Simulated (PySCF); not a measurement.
# C5H4BClO2: the cost of one run

Computed with PySCF 2.14.0, with density-fitted response routines of our own, on a single molecule in the gas phase. Atoms count from 0, in the outputs and in this text.

### 1 The starting structure

13 atoms, charge 0, multiplicity 1; geometry from: GFN2-xTB.

Bonds of the start (Å): B0–C1 1.58, C1–C2 1.46, C2–C3 1.37, C3–Cl4 1.69, C3–C5 1.49, C5–O6 1.19, C5–C7 1.54, C7–O8 1.20, C7–C2 1.49, B0–H9 1.17, B0–H10 1.17, C1–H11 1.09, C1–H12 1.09.

### 2 TDDFT and polarisability: CAM-B3LYP/def2-SVPD

What the job is given:

```
{"job": {"kind": "uv", "xc": "CAM-B3LYP", "basis": "def2-SVPD", "nstates": 8, "ntriplets": 3}, "charge": 0, "multiplicity": 1}
B     -2.127522    -0.457558    -0.366845
C     -1.126990     0.534933     0.353729
C      0.291066     0.234872     0.146501
C      1.250607    -0.469341     0.829938
Cl     1.222353    -1.310697     2.290493
C      2.318582    -0.218566    -0.175695
O      3.474466    -0.488514    -0.292663
C      1.235318     0.555644    -0.958213
O      1.163514     1.151850    -1.992765
H     -1.738192    -1.343775    -1.016279
H     -3.269633    -0.275186    -0.218662
H     -1.341349     1.533442    -0.039783
H     -1.356610     0.553383     1.422517
```

With the program's defaults for keys left out, this is: TDDFT CAM-B3LYP/def2-SVPD, vertical, gas phase, core orbitals frozen in the response.

Started as:

```bash
OMP_NUM_THREADS=1 python probes_run.py task.json out
```

This one command runs all jobs of the session in turn.

**Question.** How long does this job take on 1 thread of Arm Neoverse V1, shared host, and how much memory does it need?

About 64 s, with a peak of 1 GiB.
